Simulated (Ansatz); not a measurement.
**Y3Rh: a listed cell, distorted in several ways**

A set of self-consistent runs on Y3Rh under swapped elements, to map its energy surface near the listed cell.

Computed with Ansatz 0.2.0 (DFT PBE, scalar-relativistic, plane waves, PAW, unless a step's input says otherwise).

## Step 1: The system as given

Symmetry: Pnma, No. 62, orthorhombic system. Conventional cell: a = 7.155 Å, b = 9.594 Å, c = 6.360 Å, α = 90.00°, β = 90.00°, γ = 90.00°. Y (site symmetry m) has 2 Rh at 2.75 to 2.87 Å as nearest neighbours. Y (site symmetry 1) is surrounded by 2 Rh at 2.84 to 2.88 Å. Rh (site symmetry m) is surrounded by 6 Y at 2.75 to 2.88 Å.

Coordinates:

```xyz
16
Lattice="7.1552 0.0000 0.0000 0.0000 9.5939 0.0000 0.0000 0.0000 6.3600" Properties=species:S:1:pos:R:3 pbc="T T T"
Y     0.2791    2.3985    4.0717
Y     6.8760    7.1954    2.2883
Y     3.2985    7.1954    0.8917
Y     3.8567    2.3985    5.4683
Y     1.2344    0.6226    1.1137
Y     5.9208    8.9714    5.2463
Y     2.3432    8.9714    4.2937
Y     5.9208    5.4195    5.2463
Y     4.8120    0.6226    2.0663
Y     1.2344    4.1744    1.1137
Y     4.8120    4.1744    2.0663
Y     2.3432    5.4195    4.2937
Rh    2.7276    2.3985    2.8251
Rh    4.4276    7.1954    3.5349
Rh    0.8500    7.1954    6.0051
Rh    6.3051    2.3985    0.3549
```

The structure comes from the Materials Project (structure only).

## Step 2: One element swapped, cell strained: Rh → Ir, first probe

The change: Ir takes all sites of Rh, and lengths are scaled by 0.999 as a first guess of the size; strain xx, yy, zz, yz, xz, xy = +2.7, +2.7, +2.7, +0.0, +0.0, +0.0 %.

The input, input.yaml:

```yaml
crystal:
  lattice:
    - [7.3388647216, 0.0, 0.0]
    - [0.0, 9.8402522581, 0.0]
    - [0.0, 0.0, 6.5232891819]
  atoms:
    - { symbol: "Y", position: [0.0390082025, 0.25, 0.64020081] }
    - { symbol: "Y", position: [0.9609917975, 0.75, 0.35979919] }
    - { symbol: "Y", position: [0.4609917975, 0.75, 0.14020081] }
    - { symbol: "Y", position: [0.5390082025, 0.25, 0.85979919] }
    - { symbol: "Y", position: [0.17251778, 0.06489196, 0.17511464] }
    - { symbol: "Y", position: [0.82748222, 0.93510804, 0.82488536] }
    - { symbol: "Y", position: [0.32748222, 0.93510804, 0.67511464] }
    - { symbol: "Y", position: [0.82748222, 0.56489196, 0.82488536] }
    - { symbol: "Y", position: [0.67251778, 0.06489196, 0.32488536] }
    - { symbol: "Y", position: [0.17251778, 0.43510804, 0.17511464] }
    - { symbol: "Y", position: [0.67251778, 0.43510804, 0.32488536] }
    - { symbol: "Y", position: [0.32748222, 0.56489196, 0.67511464] }
    - { symbol: Ir, position: [0.38120355, 0.25, 0.44420282] }
    - { symbol: Ir, position: [0.61879645, 0.75, 0.55579718] }
    - { symbol: Ir, position: [0.11879645, 0.75, 0.94420282] }
    - { symbol: Ir, position: [0.88120355, 0.25, 0.05579718] }
basis:
  ecutwfc: 420
kpoints:
  mp_grid: { grid: [4, 2, 4] }
hamiltonian:
  xc: pbe
scf:
  occupations: { method: gaussian, width: 0.1 }
output:
  forces: true
  stress: true
  eigenvalues: true
```

Launch:

```sh
> ansatz run input.yaml --threads 4 --pin off --max-ram 7168MiB --backend cpu --events-out ev --progress --plain --runs-dir out
```

## Step 3: Substitution of an element, cell strained: Rh → Ir

input.yaml: that of step 2 with these lines changed.

```diff
@@ -25,3 +25,3 @@
 kpoints:
-  mp_grid: { grid: [4, 2, 4] }
+  mp_grid: { grid: [6, 4, 6] }
 hamiltonian:
@@ -34 +34,5 @@
   eigenvalues: true
+  write_density: true
+  write_potential: true
+  elf: true
+  volumetric_format: npy
```

What does the calculation give? Wanted: for each run, case; energy; pressure; largest force.

The runs gave:

| step | case | energy (meV/atom) | pressure (GPa) | largest force (eV/Å) | gap on the mesh (eV) |
| --- | --- | --- | --- | --- | --- |
|  | listed cell, run earlier | 0 | 0.0 | 0.10 | 0.00 |
| 3 | substitution of an element, cell strained: Rh → Ir | n/a | -4.6 | 0.27 | 0.00 |

Energies are counted from the listed cell, with the smearing taken to zero. Other atoms or functionals have another zero of energy (n/a). A gap of 0.00 means none on the mesh at this level.

In words: At the listed geometry the pressure is 0.0 GPa and the largest force 0.10 eV/Å: not this functional's equilibrium. The runs treat Ir without spin-orbit coupling.
